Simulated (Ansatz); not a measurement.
# C₂H₅FSn: how energies converge with the basis set

How large a basis does C₂H₅FSn need? Two functionals are run in growing sets.

The runs use Ansatz 0.2.0, Gaussian basis; one geometry, several basis sets.

The runs, in order: PBE0-D4/def2-SVP; ωB97M-V/def2-SVP; PBE0-D4/def2-QZVPP; ωB97M-V/def2-QZVPP; the functionals' def2-TZVPP values are taken from earlier runs.

## 1. Structure used throughout

The geometry comes from an earlier relaxation with PBE0-D4 in a triple-zeta def2 set; it is a stationary point, not always the lowest conformer. Sn takes the def2 core potential; no spin-orbit term is included.

SMILES `C[CH2][Sn][F]`, 9 atoms, charge 0, spin multiplicity 1.

Atoms are counted from 1 here; the program's logs count them from 0.

Bond lengths: C1–C2 1.523 Å, C1–H5 1.092 Å, C1–H6 1.095 Å, C1–H7 1.094 Å, C2–Sn3 2.189 Å, C2–H8 1.100 Å, C2–H9 1.096 Å, Sn3–F4 1.954 Å. Angles: C2–C1–H5 111.2°, C2–C1–H6 111.8°, C2–C1–H7 111.6°, H5–C1–H6 107.9°, H5–C1–H7 107.0°, H6–C1–H7 107.0°, C1–C2–Sn3 114.9°, C1–C2–H8 110.5°, C1–C2–H9 111.9°, Sn3–C2–H8 104.4°, Sn3–C2–H9 108.7°, H8–C2–H9 105.8°, C2–Sn3–F4 93.5°.

Coordinates:

```mol
C2H5FSn
  3D, bonds by distance, orders not assigned

  9  8  0  0  0  0  0  0  0  0999 V2000
   -0.3573    0.8581   -0.1690 C   0  0
    0.0441   -0.2933    0.7440 C   0  0
    1.4619   -1.7116   -0.1330 Sn  0  0
    0.7024   -1.5441   -1.9259 F   0  0
   -0.7056    0.4922   -1.1366 H   0  0
   -1.1554    1.4657    0.2690 H   0  0
    0.4839    1.5293   -0.3642 H   0  0
   -0.8330   -0.9055    1.0001 H   0  0
    0.4473    0.0630    1.6984 H   0  0
  1  2  8  0
  2  3  8  0
  3  4  8  0
  1  5  8  0
  1  6  8  0
  1  7  8  0
  2  8  8  0
  2  9  8  0
M  END
```

## 2. PBE0-D4 in def2-SVP

in.yaml

```yaml
crystal:
  periodic: [false, false, false]
  atoms:
    - {symbol: C, position_ang: [-0.357277, 0.858126, -0.168997]}
    - {symbol: C, position_ang: [0.044110, -0.293321, 0.744017]}
    - {symbol: Sn, position_ang: [1.461852, -1.711638, -0.133032]}
    - {symbol: F, position_ang: [0.702442, -1.544114, -1.925870]}
    - {symbol: H, position_ang: [-0.705610, 0.492153, -1.136590]}
    - {symbol: H, position_ang: [-1.155358, 1.465741, 0.269030]}
    - {symbol: H, position_ang: [0.483929, 1.529320, -0.364229]}
    - {symbol: H, position_ang: [-0.832983, -0.905466, 1.000128]}
    - {symbol: H, position_ang: [0.447295, 0.063001, 1.698443]}
basis:
  gaussian: {orbitals: def2-SVP}
hamiltonian: {xc: pbe0, dispersion: d4}
output: {orbitals: {seedname: orbitals}}
```

Started as:

```
$ ansatz run in.yaml --threads 4 --pin off --events-out ev --progress --plain --max-ram 10444MiB
```

After this run come: ωB97M-V in def2-SVP; PBE0-D4 in def2-QZVPP; ωB97M-V in def2-QZVPP.

Before running them: what should the planned runs give, taken together? Wanted: PBE0-D4: double and triple zeta above quadruple; ωB97M-V: double and triple zeta above quadruple.

As calculated:

```
                                       quantity          value
PBE0-D4: double and triple zeta above quadruple  6.49, 0.34 eV
ωB97M-V: double and triple zeta above quadruple  6.74, 0.34 eV
```

**Reading.** For PBE0-D4 the step from double to triple zeta gains 6.15 eV and the next only 0.34 eV. Total energies overstate the basis error of differences, where much of it tends to cancel.
